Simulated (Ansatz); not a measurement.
**TaH+ (quartet): the correlation ladder at distance Ta1–H2 = 2.825 Å, def2-TZVP**

The task here is to estimate one member of a computed series from the others.

Method: def2-TZVP, core rule «outside noble gas», up to 4 orbitals frozen; program: Ansatz 0.2.0, Gaussian basis.

The runs, in order: UHF; CCSD(T) on ROHF; CCSD(T) on UHF; CISD; CCSDT(Q) on ROHF; CCSDT(Q) on UHF; CASSCF and MRCISD+Q, 5 electrons in 5 orbitals; CASSCF and NEVPT2, 5 electrons in 5 orbitals; CASSCF and MRCISD+Q, 5 electrons in 7 orbitals; CASSCF and NEVPT4(SD), 5 electrons in 7 orbitals; CASSCF and NEVPT2, 5 electrons in 7 orbitals; Full CI.

34 further runs of the same task are left out: 25 for a known fault of the program, 8 that didn't finish, 1 set aside as unsound or not needed.

## The system

The geometry derives from a PBE0/def2-TZVP stationary point (not a proven minimum). One bond is set to the value named and the two fragments are kept rigid. No spin-orbit coupling is included. Elements past krypton take def2 core potentials.

2 atoms, charge 1, spin multiplicity 4.

Atoms are counted from 1 here; the program's logs count them from 0.

No contacts short enough for the rule that draws bonds.

Set-up of the first run:

Input file in.yaml:

```yaml
crystal:
  periodic: [false, false, false]
  atoms:
    - {symbol: Ta, position_ang: [0.000000, 0.000000, 0.000000]}
    - {symbol: H, position_ang: [0.000000, 0.000000, 2.825000]}
basis:
  gaussian: {orbitals: def2-TZVP}
total_charge: 1
magnetization: {spin_polarized: true, initial_magnetization: 3}
hamiltonian: {xc: hf}
output: {orbitals: {seedname: orbitals}}
```

On the command line:

```console
> ansatz run in.yaml --threads 1 --pin off --events-out ev --progress --plain --max-ram 2393MiB
```

Among the steps run: UHF; CCSD(T) on ROHF; CCSD(T) on UHF; CISD; CCSDT(Q) on ROHF; CCSDT(Q) on UHF; CASSCF and MRCISD+Q, 5 electrons in 5 orbitals; CASSCF and NEVPT2, 5 electrons in 5 orbitals; CASSCF and MRCISD+Q, 5 electrons in 7 orbitals; CASSCF and NEVPT4(SD), 5 electrons in 7 orbitals; CASSCF and NEVPT2, 5 electrons in 7 orbitals; Full CI.

One table of the session follows, with a row left open; its other results are not shown here.

It belongs to the step «Misses and costs». 

```
            method  from FCI (meV)
              ROHF         +2665.2
              RMP2         +1092.1
              CISD          +216.2
             RCCSD          +117.3
          RCCSD(T)           +17.3
            RCCSDT               ?
         RCCSDT(Q)            -9.3
       CASSCF pair          +886.9
       NEVPT2 pair          +315.8
       MRCISD pair           +26.7
     MRCISD+Q pair            +5.7
    CASSCF valence          +868.8
    NEVPT2 valence          +293.3
NEVPT4(SD) valence           +39.9
    MRCISD valence           +12.1
  MRCISD+Q valence            -7.0
               FCI               0
```

Q: Estimate the row for RCCSDT from the others.

As computed: from FCI (meV): -4.4. In the column «from FCI (meV)» it lies between MRCISD+Q valence (-7.0) and FCI (0).

Left out of the table: UHF, UMP2, UCCSD, UCCSD(T), UCCSDT, UCCSDT(Q) (another determinant or state than the rows shown).

Limits of these values: RCCSDT, RCCSDT(Q), MRCISD+Q valence fall below full CI, which methods that aren't variational can do.
